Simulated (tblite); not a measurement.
# C6H9NOSi2: the cost of one run

Computed with tblite 0.8.0 and PySCF 2.14.0, with density-fitted response routines of our own, on a single molecule in the gas phase. Atoms are numbered from 0 throughout.

### 1 The starting structure

19 atoms, charge 0, multiplicity 1; geometry from: force field or distance geometry start.

Bonds of the start (Å): C0–C1 1.20, C1–Si2 1.87, Si2–C3 1.92, C3–C4 1.36, C4–C5 1.48, C5–N6 1.28, N6–C7 1.45, C4–Si8 1.87, Si8–O9 1.71, O9–Si2 1.72, C0–H10 1.06, Si2–H11 1.48, C3–H12 1.06, C5–H13 1.11, C7–H14 1.10, C7–H15 1.10, C7–H16 1.10, Si8–H17 1.49, Si8–H18 1.49.

### 2 Relaxing the molecule with GFN2-xTB

The job: settings as JSON, then the geometry in Å.

```
{"job": {"kind": "relax", "xc": "GFN2-xTB", "basis": "xTB"}, "charge": 0, "multiplicity": 1}
C      4.667200     0.462600    -0.861500
C      3.743900    -0.164500    -0.409500
Si     2.339800    -1.151000     0.324200
C      0.713000    -0.778600    -0.617800
C     -0.248500    -0.250600     0.182800
C     -1.583500     0.114500    -0.334000
N     -2.503700     0.622700     0.403000
C     -3.731400     0.901300    -0.321700
Si     0.246200     0.003400     1.972500
O      1.841400    -0.601800     1.873300
H      5.464000     1.029200    -1.266500
H      2.572400    -2.610900     0.353100
H      0.645400    -1.012100    -1.652800
H     -1.736300    -0.076400    -1.411800
H     -3.572100     1.628800    -1.128700
H     -4.474800     1.329200     0.373300
H     -4.167000    -0.017700    -0.737900
H     -0.527300    -0.859700     2.905000
H      0.301300     1.440800     2.363900
```

Started as:

```
$ OMP_NUM_THREADS=1 python probes_run.py task.json out
```

This one command runs all jobs of the session in turn.

Q: Estimate the wall time and peak memory of this first job on 1 thread of Arm Neoverse N1, shared host.

About 1.1 s, with a peak of 0.18 GiB.
